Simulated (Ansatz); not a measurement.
# MoN2 (P4/mbm) in Ansatz: settings compared

Aim: see how the results for MoN2 move with the level of theory and the settings. Levels: LDA, r2SCAN. Tasks: band structure.

Everything below comes from runs of Ansatz 0.2.0. Logs are shortened: lines on timing, memory, paths and dates and some standing lists are left out, and cuts for length are marked.

## (1) The structure

Symmetry: P4/mbm, No. 127, tetragonal system. The conventional cell has a = 4.348 Å, b = 4.348 Å, c = 2.767 Å, α = 90.00°, β = 90.00°, γ = 90.00°. Mo (site symmetry 4/m) is surrounded by 8 N at 2.24 Å. Around N (site symmetry m2m) lie 1 N at 1.37 Å.

Measurements of this composition are mostly on another form, of space group No. 160.

## (2) Band structure, LDA

Input file input.yaml:

```yaml
crystal:
  lattice:
    - [4.348053, 0.0, 0.0]
    - [0.0, 4.348053, 0.0]
    - [0.0, 0.0, 2.76746]
  atoms:
    - { symbol: Mo, position: [0.0, 0.0, 0.0] }
    - { symbol: Mo, position: [0.5, 0.5, 0.0] }
    - { symbol: "N", position: [0.611647, 0.888353, 0.5] }
    - { symbol: "N", position: [0.388353, 0.111647, 0.5] }
    - { symbol: "N", position: [0.111647, 0.611647, 0.5] }
    - { symbol: "N", position: [0.888353, 0.388353, 0.5] }
hamiltonian:
  xc: lda
  pseudopotentials: { kind: paw }
kpoints:
  mp_grid: { grid: [6, 6, 10] }
  band_path:
    path:
      - [[0.0, 0.0, 0.0], [0.0, 0.5, 0.0], [0.5, 0.5, 0.0], [0.0, 0.0, 0.0], [0.0, 0.0, 0.5], [0.0, 0.5, 0.5], [0.5, 0.5, 0.5], [0.0, 0.0, 0.5]]
      - [[0.0, 0.5, 0.0], [0.0, 0.5, 0.5]]
      - [[0.5, 0.5, 0.0], [0.5, 0.5, 0.5]]
    npoints: 14
scf:
  occupations: { method: fermi_dirac, width: 0.05 }
  n_extra_bands: 15
output:
  forces: true
  stress: true
  eigenvalues: true
  fatbands: true
  write_density: true
  write_potential: true
  elf: true
  volumetric_format: npy
```

Potentials or basis: Ansatz PAW.

The run is started by

```bash
> ansatz run input.yaml --threads 2 --pin off --max-ram 5632MiB --backend cpu --events-out ev --progress --plain --runs-dir out
```

What it wrote:

```text
Warning: RAYON_NUM_THREADS=2 ignored (pool sized by the plan → 2); use --threads N
scf.n_extra_bands = 15 over 24 filled bands (N_el = 48.0): the run solves 39 bands
Engine: ansatz 0.2.0, aarch64-unknown-linux-gnu
Pseudopotentials: kind: paw
Pseudopotential: Mo, paw, valence charge 14, recommended cutoff 420 eV (normal), Mo.paw.azcp
Pseudopotential: N, paw, valence charge 5, recommended cutoff 420 eV (normal), N.paw.azcp
Functional definition: SPW92
  exchange = slater_x
  correlation = pw_c
Crystal: 6 atoms, lattice volume = 52.320 Å³
Basis set: ecut = 420 eV, 1049 PW (Γ)
Bands: 39, of which v1, the nominal top of the filled ones, is band 24 counted from 1 (23 counted from 0)
Symmetry: 16 space group operations
Space group: P4/mbm (ITA 127), of the structure as read, at distance tolerance 3.7e-5 Å
k-points: 60 of 360
Non-local potential: Mo, projectors of the file, l = 0: 3, l = 1: 2, l = 2: 2, l = 3: 1
Non-local potential: N, projectors of the file, l = 0: 2, l = 1: 2, l = 2: 1
PAW form: soft (Blöchl's): semilocal exchange-correlation on the pseudo side does not see the compensation charge
PAW frozen core: Mo, regenerated for the run's functional, and the local potential with it (the file was generated under x = pbe(κ = 0.804, μ = 0.2195149727645171), c = pbe(β = 0.06672455060314922))
PAW frozen core: N, regenerated for the run's functional, and the local potential with it (the file was generated under x = pbe(κ = 0.804, μ = 0.2195149727645171), c = pbe(β = 0.06672455060314922))
PAW one-centre angular grid: Mo, 590 points (default); XC on 64 Gauss nodes
PAW one-centre angular grid: N, 110 points (default); XC on 64 Gauss nodes
Initial density: superposition of atomic densities (neutral atoms: chi_scale 0, normalization atom), corrected by the library's trained network
Initial wavefunctions: pseudopotential atomic-orbital guess
Functional: x = slater, c = lda
SCF iter   1: F=—  HF=-11182.178616 eV  |F-HF|=—  |Δ(HF+E_count)|=         —  Δρ=1.47e-2  dr2=7.01e-2  ethr=1.77e-3  ⟨swp⟩=5.4  Hψ=10277  notcnv=0  defer=90
preconditioner: auto → Kerker (q_TF=auto, 2.689 Å⁻¹)  [metal: Δε(μ)=0.006 eV  Ē_g=14.291 eV  σ=0.050 eV  W_gap=0.03  n_scr=10 (ndim 8)  ℏωp=29.0 eV  f_vac=0.000  D(μ)=2.42/eV (n_scr^D=22)]
SCF iter   2: F=—  HF=-11182.166748 eV  |F-HF|=—  |Δ(HF+E_count)|=   1.19e-2  Δρ=8.08e-3  dr2=2.11e-2  ethr=1.46e-4  ⟨swp⟩=1.1  Hψ=2837  notcnv=0  defer=242
SCF iter   3: F=—  HF=-11182.161883 eV  |F-HF|=—  |Δ(HF+E_count)|=   4.86e-3  Δρ=8.31e-4  dr2=1.54e-4  ethr=4.40e-5  ⟨swp⟩=2.0  Hψ=2279  notcnv=0  defer=242
SCF iter   4: F=—  HF=-11182.161820 eV  |F-HF|=—  |Δ(HF+E_count)|=   6.33e-5  Δρ=1.89e-4  dr2=2.38e-5  ethr=3.22e-7  ⟨swp⟩=2.3  Hψ=3233  notcnv=0  defer=242
SCF iter   5: F=—  HF=-11182.161817 eV  |F-HF|=—  |Δ(HF+E_count)|=   3.44e-6  Δρ=4.81e-5  dr2=1.01e-6  ethr=4.95e-8  ⟨swp⟩=1.6  Hψ=2410  notcnv=0  defer=242
SCF iter   6: F=-11182.161817 eV  HF=-11182.161817 eV  |F-HF|=1.33e-8  |Δ(HF+E_count)|=   1.44e-7  Δρ=7.65e-6  dr2=2.60e-8  ethr=2.08e-10  ⟨swp⟩=13.3  Hψ=15368  notcnv=0
SCF 1 converged in 6 iterations: F = -11182.161817 eV  dr2 = 2.60e-8
NSCF: frozen V_eff on 129 k-points
SCF converged after 6 iterations
Free energy (F): -11182.161817 eV
Harris-Foulkes:  -11182.161817 eV  (|F-HF|=1.33e-8)
Internal energy: -11182.141910 eV  (E = F + TS)
E sigma→0 (E₀):  -11182.151863 eV
Entropy (-TS):   -0.019907 eV (-3.318 meV/atom)
Fermi energy:    18.530271 eV
--- Per-component energies (eV) ---
  E_band       = -35.841335
  E_kinetic    = 1403.648975
  E_local      = -2045.556296  (includes V_loc(G=0)·N_el)
  E_nonlocal   = 481.035389
  E_hartree    = 628.627355
  E_xc         = -601.931366
  E_vxc        = -760.319162  (∫ρ·V_xc dr)
  E_paw        = -6648.711576  (= ΣΔE_a)
  E_vpaw       = -371.901241  (= ΣTr[D̂ρ^β])
  E_aug_tail   = 0.000344  (compensation charges beyond the density's cutoff)
  E_ewald      = -4400.520544
  E_core_change = 1.265809  (= ΣΔE_core)
  E_smearing   = -0.019907  (= −TS)
  E_closure    = -0.000000  (closes the sum)
  Σ components = -11182.161817   (vs F -11182.161817, Δ=0.00e0)
--- Forces (eV/Å), atoms counted from 1 ---
  atom   1  Mo    -0.00000000     0.00000000     0.00000000
  atom   2  Mo    -0.00000000    -0.00000000     0.00000000
  atom   3  N     -0.14635587     0.14635587     0.00000000
  atom   4  N      0.14635587    -0.14635587     0.00000000
  atom   5  N     -0.14635587    -0.14635587     0.00000000
  atom   6  N      0.14635587     0.14635587     0.00000000
  max |Σ_I F_I| component: 2.78e-17 eV/Å
--- Stress (GPa, compression-positive) ---
      -20.744314       0.000000       0.000000
        0.000000     -20.744314       0.000000
        0.000000       0.000000     -21.685189
  P = ⅓ Tr σ = -21.0579 GPa (-210.579 kbar)
--- Band table (eV; the first three rows and the last of 60) ---
  k-point 0: bands = ["-43.3828", "-43.3233", "-17.6148", "-17.6148", "-17.2796", "-17.2796", "-17.2515", "-17.1845", "-2.6672", "-1.3334", "6.5608", "6.5608", "10.0566", "10.2511", "11.6651", "12.4926", "12.4926", "13.7308", "14.5848", "14.6124", "15.5097", "15.5097", "16.2478", "16.7169", "19.0744", "19.0744", "19.5201", "20.2448", "20.6444", "24.0382", "24.2636", "24.2636", "25.8711", "27.1299", "27.1299", "29.9864", "29.9864", "33.2924", "33.9735"]
  k-point 1: bands = ["-43.3729", "-43.3137", "-17.5999", "-17.5999", "-17.3498", "-17.2728", "-17.2687", "-17.2687", "-2.5547", "-1.2600", "6.4439", "6.4439", "10.1527", "10.3978", "12.0199", "12.2718", "12.2718", "12.7151", "13.8418", "15.5516", "15.5806", "15.5806", "16.3845", "17.0872", "19.3104", "19.3104", "19.6367", "20.2744", "20.7463", "23.7503", "23.9404", "23.9404", "26.2591", "27.1818", "27.1818", "30.1379", "30.1379", "33.4666", "33.5902"]
  k-point 2: bands = ["-43.3466", "-43.2885", "-17.6009", "-17.5609", "-17.5609", "-17.4996", "-17.2402", "-17.2402", "-2.2530", "-1.0585", "6.1433", "6.1433", "10.3649", "10.5561", "11.5791", "11.7531", "11.7531", "12.6054", "12.9847", "15.7769", "15.7769", "16.7894", "16.9138", "17.1755", "19.9138", "19.9138", "19.9784", "20.3525", "21.1272", "22.9663", "23.1690", "23.1690", "27.1671", "27.3108", "27.3108", "30.2038", "30.2038", "32.7121", "33.9220"]
  k-point 59: bands = ["-43.2492", "-43.2492", "-18.1353", "-18.1353", "-17.5051", "-17.5051", "-17.1331", "-17.1331", "-1.3692", "-1.3692", "6.8517", "6.8517", "10.5933", "10.5933", "10.9267", "10.9267", "12.8656", "12.8656", "13.2304", "13.2304", "13.3985", "13.3985", "17.1873", "17.1873", "20.9107", "20.9107", "21.8258", "21.8258", "22.5734", "22.5734", "24.9821", "24.9821", "27.3486", "27.3486", "28.7194", "28.7194", "30.1307", "30.1307", "30.6504"]
```

Wall time 10 s (2 threads of Arm Neoverse V1, shared host); peak memory 0.41 GiB.

Results:

* Free energy: -11182.1618 eV
* Pressure: -21.1 GPa
* Largest force: 0.207 eV/Å
* Band gap on the k mesh: none (metal or under the smearing width)

Forces in eV/Å, atoms in the order of the input:
```
Mo   0.000  0.000  0.000
Mo   0.000  0.000  0.000
N   -0.146  0.146  0.000
N    0.146 -0.146  0.000
N   -0.146 -0.146  0.000
N    0.146  0.146  0.000
```

Levels at the corners of the path, in eV from the Fermi level:
| point | band 20 | band 21 | band 22 | band 23 | band 24 | band 25 | band 26 | band 27 | band 28 | band 29 |
| --- | --- | --- | --- | --- | --- | --- | --- | --- | --- | --- |
| Γ | -3.92 | -3.02 | -3.02 | -2.28 | -1.81 | 0.54 | 0.54 | 0.99 | 1.71 | 2.11 |
| X | -4.24 | -2.02 | -2.02 | -1.17 | -1.17 | -0.41 | -0.41 | 2.10 | 2.10 | 3.20 |
| M | -3.75 | -0.84 | -0.84 | 0.51 | 0.51 | 0.52 | 0.52 | 0.94 | 0.94 | 2.74 |
| Γ | -3.92 | -3.02 | -3.02 | -2.28 | -1.81 | 0.54 | 0.54 | 0.99 | 1.71 | 2.11 |
| Z | -2.73 | -2.02 | -2.02 | 0.70 | 1.06 | 2.07 | 2.15 | 2.34 | 2.34 | 2.85 |
| R | -4.25 | -2.51 | -2.51 | -1.04 | -1.04 | 2.43 | 2.43 | 2.96 | 2.96 | 3.38 |
| A | -5.30 | -5.13 | -5.13 | -1.34 | -1.34 | 2.38 | 2.38 | 3.30 | 3.30 | 4.04 |
| Z | -2.73 | -2.02 | -2.02 | 0.70 | 1.06 | 2.07 | 2.15 | 2.34 | 2.34 | 2.85 |
| X | -4.24 | -2.02 | -2.02 | -1.17 | -1.17 | -0.41 | -0.41 | 2.10 | 2.10 | 3.20 |
| R | -4.25 | -2.51 | -2.51 | -1.04 | -1.04 | 2.43 | 2.43 | 2.96 | 2.96 | 3.38 |
| M | -3.75 | -0.84 | -0.84 | 0.51 | 0.51 | 0.52 | 0.52 | 0.94 | 0.94 | 2.74 |
| A | -5.30 | -5.13 | -5.13 | -1.34 | -1.34 | 2.38 | 2.38 | 3.30 | 3.30 | 4.04 |

Caveat: the pressure holds a Pulay correction of +0.9 GPa for the finite cutoff; the PAW data sets come from PBE, with cores solved anew for the run's functional, which leaves a small shift of forces and pressure.

## (3) Band structure, r2SCAN

input.yaml: that of step 2 with these lines changed.

```diff
@@ -13,3 +13,3 @@
 hamiltonian:
-  xc: lda
+  xc: r2scan
   pseudopotentials: { kind: paw }
@@ -30,6 +30,2 @@
   eigenvalues: true
-  fatbands: true
-  write_density: true
-  write_potential: true
-  elf: true
-  volumetric_format: npy
+  fatbands: false
```

Potentials or basis: Ansatz PAW.

The run is started by

```bash
> ansatz run input.yaml --threads 2 --pin off --max-ram 5632MiB --backend cpu --events-out ev --progress --plain --runs-dir out
```

What it wrote:

```text
Warning: RAYON_NUM_THREADS=2 ignored (pool sized by the plan → 2); use --threads N
scf.n_extra_bands = 15 over 24 filled bands (N_el = 48.0): the run solves 39 bands
[... 2 set-up lines as earlier in the session ...]
Pseudopotential: Mo, paw, valence charge 14, recommended cutoff 500 eV (meta_gga), Mo.paw.azcp
[... 71 lines left out ...]
--- Band table (eV; the first three rows and the last of 60) ---
  k-point 0: bands = ["-45.2900", "-45.2276", "-18.7229", "-18.7229", "-18.3792", "-18.3792", "-18.3504", "-18.2820", "-3.7243", "-2.3767", "5.7691", "5.7691", "10.0074", "10.2873", "11.7293", "12.4562", "12.4562", "13.7296", "14.6218", "14.7806", "15.6700", "15.6700", "16.3989", "16.9257", "19.4668", "19.4668", "19.7875", "20.4789", "21.0654", "24.6019", "24.8379", "24.8379", "26.7279", "27.9907", "27.9907", "31.0497", "31.0497", "34.4630", "35.5115"]
  k-point 1: bands = ["-45.2796", "-45.2176", "-18.7076", "-18.7076", "-18.4516", "-18.3723", "-18.3681", "-18.3681", "-3.6129", "-2.3045", "5.6603", "5.6603", "10.1075", "10.4371", "12.0914", "12.2270", "12.2270", "12.7398", "13.8535", "15.7186", "15.7377", "15.7377", "16.5414", "17.2642", "19.7148", "19.7148", "19.9038", "20.5067", "21.1911", "24.2978", "24.4831", "24.4831", "27.1476", "28.0510", "28.0510", "31.2232", "31.2232", "34.6504", "35.0874"]
  k-point 2: bands = ["-45.2521", "-45.1913", "-18.7100", "-18.6671", "-18.6671", "-18.6043", "-18.3388", "-18.3388", "-3.3149", "-2.1068", "5.3788", "5.3788", "10.3341", "10.5999", "11.5803", "11.6894", "11.6894", "12.5826", "13.0756", "15.9280", "15.9280", "16.9640", "17.1074", "17.3312", "20.2433", "20.3466", "20.3466", "20.5792", "21.6067", "23.4737", "23.6401", "23.6401", "28.1372", "28.2027", "28.2027", "31.3164", "31.3164", "34.1324", "35.2423"]
  k-point 59: bands = ["-45.1502", "-45.1502", "-19.2566", "-19.2566", "-18.6079", "-18.6079", "-18.2294", "-18.2294", "-2.4511", "-2.4511", "6.0748", "6.0748", "10.5880", "10.5880", "10.9309", "10.9309", "12.9886", "12.9886", "13.1424", "13.1424", "13.4938", "13.4938", "17.3659", "17.3659", "21.2265", "21.2265", "22.2150", "22.2150", "23.0468", "23.0468", "25.5943", "25.5943", "28.2739", "28.2739", "29.7587", "29.7587", "31.1439", "31.1439", "31.7899"]
```

Run time: 15 s. Hardware: 2 threads of Arm Neoverse V1, shared host; peak memory 0.5 GiB.

What came out:

- Free energy: -11474.2731 eV
- Pressure: -8.0 GPa
- Largest force: 0.019 eV/Å
- Band gap on the k mesh: none (metal or under the smearing width)

Forces on the atoms (eV/Å):
```
Mo   0.000  0.000  0.000
Mo   0.000  0.000  0.000
N    0.013 -0.013  0.000
N   -0.013  0.013  0.000
N    0.013  0.013  0.000
N   -0.013 -0.013  0.000
```

Levels at the corners of the path, in eV from the Fermi level:
| point | band 21 | band 22 | band 23 | band 24 | band 25 | band 26 | band 27 | band 28 |
| --- | --- | --- | --- | --- | --- | --- | --- | --- |
| Γ | -3.09 | -3.09 | -2.36 | -1.83 | 0.71 | 0.71 | 1.03 | 1.72 |
| X | -2.04 | -2.04 | -1.20 | -1.20 | -0.40 | -0.40 | 2.30 | 2.30 |
| M | -0.86 | -0.86 | 0.49 | 0.49 | 0.53 | 0.53 | 1.11 | 1.11 |
| Γ | -3.09 | -3.09 | -2.36 | -1.83 | 0.71 | 0.71 | 1.03 | 1.72 |
| Z | -2.09 | -2.09 | 0.76 | 1.10 | 2.15 | 2.18 | 2.45 | 2.45 |
| R | -2.64 | -2.64 | -1.09 | -1.09 | 2.48 | 2.48 | 3.13 | 3.13 |
| A | -5.26 | -5.26 | -1.39 | -1.39 | 2.47 | 2.47 | 3.46 | 3.46 |
| Z | -2.09 | -2.09 | 0.76 | 1.10 | 2.15 | 2.18 | 2.45 | 2.45 |
| X | -2.04 | -2.04 | -1.20 | -1.20 | -0.40 | -0.40 | 2.30 | 2.30 |
| R | -2.64 | -2.64 | -1.09 | -1.09 | 2.48 | 2.48 | 3.13 | 3.13 |
| M | -0.86 | -0.86 | 0.49 | 0.49 | 0.53 | 0.53 | 1.11 | 1.11 |
| A | -5.26 | -5.26 | -1.39 | -1.39 | 2.47 | 2.47 | 3.46 | 3.46 |

Caveat: the PAW data sets come from PBE, with cores solved anew for the run's functional, which leaves a small shift of forces and pressure.
